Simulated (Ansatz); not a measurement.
# HgGe2Ru2: the cost of one run

Program: Ansatz 0.2.0. Level of theory: DFT PBE, scalar-relativistic, plane waves, PAW. These are calculated values, not measurements.

## 1. The starting structure

Symmetry: I4/mmm, No. 139, tetragonal system. Conventional cell: a = 4.012 Å, b = 4.012 Å, c = 10.528 Å, α = 90.00°, β = 90.00°, γ = 90.00°. Ge (site symmetry -4m2) has 4 Ru at 2.39 Å as nearest neighbours. Hg (site symmetry 4/mmm) is surrounded by 8 Ru at 3.13 Å and 8 Ge at 3.31 Å. Ru (site symmetry 4mm) is surrounded by 4 Ge at 2.39 Å and 1 Ru at 2.65 Å.

As a file:

```xyz
5
Lattice="-2.0062 2.0062 5.2638 2.0062 -2.0062 5.2638 2.0062 2.0062 -5.2638" Properties=species:S:1:pos:R:3 pbc="T T T"
Ge    2.0062    0.0000    2.6319
Ge    0.0000    2.0062    2.6319
Hg    0.0000    0.0000    0.0000
Ru    0.0000    0.0000    6.5903
Ru    0.0000    0.0000    3.9373
```

(A quick probe on a coarse mesh, which set the mesh and smearing, is not shown.)

## 3. Coarse relaxation

input.yaml reads:

```yaml
crystal:
  lattice:
    - [-2.0062029545, 2.0062029545, 5.2637998312]
    - [2.0062029545, -2.0062029545, 5.2637998312]
    - [2.0062029545, 2.0062029545, -5.2637998312]
  atoms:
    - { symbol: Ge, position: [0.25, 0.75, 0.5] }
    - { symbol: Ge, position: [0.75, 0.25, 0.5] }
    - { symbol: Hg, position: [0.0, 0.0, 0.0] }
    - { symbol: Ru, position: [0.626, 0.626, 0.0] }
    - { symbol: Ru, position: [0.374, 0.374, 0.0] }
basis:
  ecutwfc: 420
kpoints:
  mp_grid: { grid: [6, 6, 6] }
hamiltonian:
  xc: pbe
scf:
  occupations: { method: gaussian, width: 0.1 }
  lower_state_search: "off"
output:
  forces: true
  stress: true
  eigenvalues: true
relax:
  adjacent_minimum: "off"
  f_tol: 0.04
  max_steps: 70
  cell: { stress_tol: 0.4 }
```

Started as:

```bash
$ ansatz run input.yaml --threads 1 --pin off --max-ram 2560MiB --backend cpu --events-out ev --progress --plain --runs-dir out
```

What time and memory should one allow on 1 thread of Arm Neoverse V2, shared host?

About 73 s, with a peak of 0.43 GiB.
